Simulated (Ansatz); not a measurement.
# KI: the cost of one run

Method: reference: DFT, PBE, plane waves, PAW, in Ansatz 0.2.0.

5 further runs of the same task are left out: 1 for a known fault of the program, 4 that didn't finish.

## 1. The structure to begin with

The structure is cubic, space group Fm-3m (No. 225). Conventional cell: a = 7.089 Å, b = 7.089 Å, c = 7.089 Å, α = 90.00°, β = 90.00°, γ = 90.00°. Around K (site symmetry m-3m) lie 6 I at 3.54 Å. I (site symmetry m-3m) has 6 K at 3.54 Å as nearest neighbours.

Structure file:

```
K I
1.0
     0.00000    3.54429    3.54429
     3.54429    0.00000    3.54429
     3.54429    3.54429    0.00000
K I
1 1
Direct
  0.00000 0.00000 0.00000
  0.50000 0.50000 0.50000
```

## 2. Baseline

The input, input.yaml:

```yaml
crystal:
  lattice:
    - [0.0, 3.544285025, 3.544285025]
    - [3.544285025, 0.0, 3.544285025]
    - [3.544285025, 3.544285025, 0.0]
  atoms:
    - { symbol: K, position: [0.0, 0.0, 0.0] }
    - { symbol: I, position: [0.5, 0.5, 0.5] }
kpoints:
  mp_grid: { grid: [4, 4, 4] }
hamiltonian:
  xc: pbe
scf:
  occupations: { method: fixed }
  n_extra_bands: 4
output:
  forces: true
  stress: true
  eigenvalues: true
  write_density: true
  write_potential: true
  elf: true
  volumetric_format: npy
```

The run is started by

```console
$ ansatz run input.yaml --threads 4 --pin off --max-ram 3686MiB --backend cpu --events-out ev --progress --plain --runs-dir out
```

Q: Estimate wall time and peak memory on 4 threads of an x86-64 CPU, shared host.

About 2.2 s, with a peak of 0.36 GiB.
